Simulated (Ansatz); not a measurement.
# MgFI: the band gap up the ladder of functionals

An exercise on one series of results from a longer session: the logs are not shown, and one member is left open.

Code: Ansatz 0.2.0. PAW datasets, plane waves. These are computed values for a spin-unpolarised cell that may be hypothetical; none is a measurement.

### The system as given

The cell was relaxed beforehand with r2SCAN.

In-plane lattice: a = 3.714 Å, b = 3.714 Å, γ = 120.0°; thickness between the outer nuclei 2.60 Å. Around Mg lie 3 F at 2.28 Å and 3 I at 2.81 Å; around F lie 3 Mg at 2.28 Å; around I lie 3 Mg at 2.81 Å.

The structure in full:

```cif
data_structure
_symmetry_space_group_name_H-M 'P 1'
_symmetry_Int_Tables_number 1
_cell_length_a 3.7136
_cell_length_b 3.7136
_cell_length_c 29.2555
_cell_angle_alpha 90.000
_cell_angle_beta 90.000
_cell_angle_gamma 120.000
_cell_volume 349.41
loop_
_atom_site_label
_atom_site_type_symbol
_atom_site_fract_x
_atom_site_fract_y
_atom_site_fract_z
_atom_site_occupancy
Mg1 Mg 0.00000 0.00000 0.31949 1
F1 F 0.33333 0.66667 0.34609 1
I1 I 0.66667 0.33333 0.25732 1
```
Periodic in the plane only; c spans the vacuum.

Set-up of the first run:

Contents of input.yaml:

```yaml
crystal:
  lattice:
    - [3.7136411661, 0.0, 0.0]
    - [-1.856820583, 3.2161075904, 0.0]
    - [0.0, 0.0, 29.2555049944]
  atoms:
    - { symbol: Mg, position: [0.0, 0.0, 0.3194890885] }
    - { symbol: F, position: [0.3333333333, 0.6666666667, 0.3460913334] }
    - { symbol: I, position: [0.6666666667, 0.3333333333, 0.2573228063] }
  periodic: [true, true, false]
kpoints:
  mp_grid: { grid: [12, 12, 1] }
  band_path:
    path:
      - [0, 0, 0]
      - [0.5, 0, 0]
      - [0.3333333333333, 0.3333333333333, 0]
      - [0, 0, 0]
    npoints: 10
hamiltonian:
  xc: pbe
scf:
  occupations: { method: fermi_dirac, width: 0.02 }
  n_extra_bands: 4
output:
  forces: true
  stress: true
  eigenvalues: true
```

Run with:

```console
$ ansatz run input.yaml --threads 4 --pin off --max-ram 5529MiB --backend cpu --events-out ev --progress --plain --runs-dir out
```

Among the steps run: PBE band path; r2SCAN at the same geometry; HSE06 at the same geometry; PBE+SOC at the same geometry; PBE0; LDA at the same geometry; HSE06+SOC; Single point with LC-ωPBE; r2SCANh.

One of the session's tables, all rows but one given; the rest of the session is left out.

| level | gap (eV) |
| --- | --- |
| PBE | 1.50 |
| r2SCAN | 2.00 |
| HSE06 | 2.39 |
| PBE+SOC | 1.14 |
| PBE0 | 3.09 |
| LDA | 1.36 |
| HSE06+SOC | 1.99 |
| LC-ωPBE | ? |
| r2SCANh | 2.55 |

**Question.** Estimate the row for LC-ωPBE.

As computed: gap (eV): 6.88. In the column «gap (eV)» it is the highest.

Meshes: PBE 12×12×1, r2SCAN 12×12×1, HSE06 6×6×1, PBE+SOC 12×12×1, PBE0 6×6×1, LDA 12×12×1, HSE06+SOC 6×6×1, LC-ωPBE 6×6×1, r2SCANh 6×6×1.

The gap runs from 1.14 eV (PBE+SOC) to 6.88 eV (LC-ωPBE). Against HSE06, PBE is short by 0.89 eV, at 63 % of it, and r2SCAN 84 %. PBE0 lies 0.70 eV above HSE06, which differs from it by screening the long-range exchange.

To keep in mind: Warnings in the runs' records: stress scf threshold loose, stress exchange threshold loose, xc potential rough in thin density.
